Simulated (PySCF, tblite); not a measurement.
# C₄H₇FOSi₂− (doublet): geometry, infrared bands and EPR parameters

Aim: predict the infrared bands and EPR parameters of C₄H₇FOSi₂− (doublet) (`FC1=C([SiH2][SiH3])O[CH][CH-]1`).

Programs: tblite 0.8.0 and PySCF 2.14.0, with density-fitted response routines of our own. Each step states its level of theory. These are calculated values for one molecule in the gas phase, unless marked as measured. Atoms are numbered from 0 throughout.

### Step 1. Starting geometry

15 atoms, charge -1, multiplicity 2; geometry from: force field or distance geometry start.

Bonds of the start (Å): F0–C1 1.36, C1–C2 1.33, C2–Si3 1.86, Si3–Si4 2.24, C2–O5 1.38, O5–C6 1.44, C6–C7 1.50, C7–C1 1.49, Si3–H8 1.45, Si3–H9 1.51, Si4–H10 1.46, Si4–H11 1.47, Si4–H12 1.49, C6–H13 1.11, C7–H14 1.07.

### Step 2. Optimising the geometry with GFN2-xTB

What the job is given:

```
{"job": {"kind": "relax", "xc": "GFN2-xTB", "basis": "xTB"}, "charge": -1, "multiplicity": 2}
F      0.397700    -0.773000     2.058100
C      1.070300    -0.464600     0.921700
C      0.603300    -0.508200    -0.319400
Si    -1.153800    -0.986800    -0.685500
Si    -2.408600     0.799000    -0.173100
O      1.583400    -0.132100    -1.222600
C      2.674700     0.512900    -0.539300
C      2.490800    -0.036800     0.843200
H     -1.348700    -1.407100    -2.056400
H     -1.489000    -2.116400     0.253000
H     -3.048300     0.650000     1.127900
H     -3.423700     1.021900    -1.208400
H     -1.522700     1.996300    -0.180600
H      2.367800     1.574000    -0.480900
H      3.202700    -0.121000     1.640300
```

The run is started by

```console
$ OMP_NUM_THREADS=1 python probes_run.py task.json out
```

The driver reads the jobs from task.json and runs them one after another.

**Question.** This job is followed by: GFN2-xTB harmonic vibrations, gas phase; UKS B3LYP, pcH-1 on C F H O Si, non-relativistic, mean-field spin-orbit, GIAO. Predict these results of the whole session: strongest single infrared mode (GFN2-xTB); zero-point energy (GFN2-xTB); g(iso) (B3LYP); ⟨S²⟩; largest a(iso) (averaged by class).

The runs gave:

```
                                 quantity                    value
strongest single infrared mode (GFN2-xTB)    1866 cm⁻¹, 999 km/mol
             zero-point energy (GFN2-xTB)            54.0 kcal/mol
                           g(iso) (B3LYP)                  2.00394
                                     ⟨S²⟩       0.759 (exact 0.75)
       largest a(iso) (averaged by class)  29Si on Si4, -298.4 MHz
```

In words: Relaxing lowered the energy by 1.879 eV in 121 steps; the close pair that moved most is C6–C7, from 1.499 to 1.370 Å. All 39 modes are real, so the xTB geometry is a minimum. The strongest single mode, at 1866 cm⁻¹, moves mainly H11. Unscaled tight-binding wavenumbers are off by several per cent, some by more. Its intensities can rank the bands wrongly. The largest spin populations lie on Si3 (0.34 e), Si4 (0.25 e). The isotropic g lies 1.6 ppt above the free-electron value.
